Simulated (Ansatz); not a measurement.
**CH₈AlNSi: how energies converge with the basis set**

An exercise on one series of results from a longer session: the logs are not shown, and one member is left open.

Program: Ansatz 0.2.0, Gaussian basis. Level of theory: one geometry, several basis sets. These are calculated values, not measurements.

Levels to be run: PBE0-D4/def2-SVP; ωB97M-V/def2-SVP; PBE0-D4/def2-QZVPP; ωB97M-V/def2-QZVPP; the functionals' def2-TZVPP values are taken from earlier runs.

## The relaxed structure

The geometry comes from an earlier relaxation with PBE0-D4 in a triple-zeta def2 set; it is a stationary point, not always the lowest conformer.

SMILES `[CH3][Al]([NH2])[SiH3]`, 12 atoms, charge 0, spin multiplicity 1.

Atoms are counted from 1 here; the program's logs count them from 0.

Bond lengths: C1–Al2 1.952 Å, C1–H5 1.095 Å, C1–H6 1.093 Å, C1–H7 1.095 Å, Al2–N3 1.771 Å, Al2–Si4 2.455 Å, N3–H8 1.007 Å, N3–H9 1.008 Å, Si4–H10 1.493 Å, Si4–H11 1.493 Å, Si4–H12 1.493 Å. Angles: Al2–C1–H5 111.1°, Al2–C1–H6 112.4°, Al2–C1–H7 111.1°, H5–C1–H6 107.8°, H5–C1–H7 106.5°, H6–C1–H7 107.8°, C1–Al2–N3 119.6°, C1–Al2–Si4 124.3°, N3–Al2–Si4 116.1°, Al2–N3–H8 124.5°, Al2–N3–H9 125.4°, H8–N3–H9 110.1°, Al2–Si4–H10 111.9°, Al2–Si4–H11 112.0°, Al2–Si4–H12 112.6°, H10–Si4–H11 106.2°, H10–Si4–H12 106.8°, H11–Si4–H12 106.8°.

As a file:

```mol
CH8AlNSi
  3D, bonds by distance, orders not assigned

 12 11  0  0  0  0  0  0  0  0999 V2000
   -1.0069    1.7555    0.1066 C   0  0
   -0.0474    0.0698    0.3229 Al  0  0
    0.2613   -0.5592    1.9495 N   0  0
    0.7945   -1.2924   -1.5386 Si  0  0
   -1.9245    1.6146   -0.4736 H   0  0
   -1.2837    2.2025    1.0651 H   0  0
   -0.4021    2.4858   -0.4404 H   0  0
    0.7468   -1.4195    2.1462 H   0  0
   -0.0171   -0.1141    2.8098 H   0  0
    1.7839   -0.5470   -2.3724 H   0  0
   -0.2995   -1.7116   -2.4645 H   0  0
    1.4715   -2.5397   -1.0765 H   0  0
  1  2  8  0
  2  3  8  0
  2  4  8  0
  1  5  8  0
  1  6  8  0
  1  7  8  0
  3  8  8  0
  3  9  8  0
  4 10  8  0
  4 11  8  0
  4 12  8  0
M  END
```

Set-up of the first run:

in.yaml reads:

```yaml
crystal:
  periodic: [false, false, false]
  atoms:
    - {symbol: C, position_ang: [-1.006882, 1.755473, 0.106565]}
    - {symbol: Al, position_ang: [-0.047350, 0.069835, 0.322865]}
    - {symbol: N, position_ang: [0.261268, -0.559169, 1.949526]}
    - {symbol: Si, position_ang: [0.794457, -1.292373, -1.538632]}
    - {symbol: H, position_ang: [-1.924466, 1.614577, -0.473628]}
    - {symbol: H, position_ang: [-1.283716, 2.202514, 1.065114]}
    - {symbol: H, position_ang: [-0.402064, 2.485781, -0.440422]}
    - {symbol: H, position_ang: [0.746844, -1.419511, 2.146193]}
    - {symbol: H, position_ang: [-0.017090, -0.114095, 2.809784]}
    - {symbol: H, position_ang: [1.783939, -0.547006, -2.372379]}
    - {symbol: H, position_ang: [-0.299520, -1.711577, -2.464465]}
    - {symbol: H, position_ang: [1.471481, -2.539651, -1.076522]}
basis:
  gaussian: {orbitals: def2-SVP}
hamiltonian: {xc: pbe0, dispersion: d4}
output: {orbitals: {seedname: orbitals}}
```

Started as:

```sh
$ ansatz run in.yaml --threads 4 --pin off --events-out ev --progress --plain --max-ram 10444MiB
```

Steps of the session up to this table: PBE0-D4 in def2-SVP; ωB97M-V in def2-SVP; PBE0-D4 in def2-QZVPP; ωB97M-V in def2-QZVPP.

One table of the session follows, with a row left open; its other results are not shown here.

It belongs to the step «Functionals by basis». 

| functional | basis | HOMO (eV) |
| --- | --- | --- |
| PBE0-D4 | def2-SVP | -7.22 |
| PBE0-D4 | def2-TZVPP | -7.25 |
| PBE0-D4 | def2-QZVPP | -7.27 |
| ωB97M-V | def2-SVP | ? |
| ωB97M-V | def2-TZVPP | -9.28 |
| ωB97M-V | def2-QZVPP | -9.30 |

Q: Estimate the row for ωB97M-V, def2-SVP from the others.

The run gave: HOMO (eV): -9.23. In the column «HOMO (eV)» it lies between ωB97M-V, def2-TZVPP (-9.28) and PBE0-D4, def2-QZVPP (-7.27).
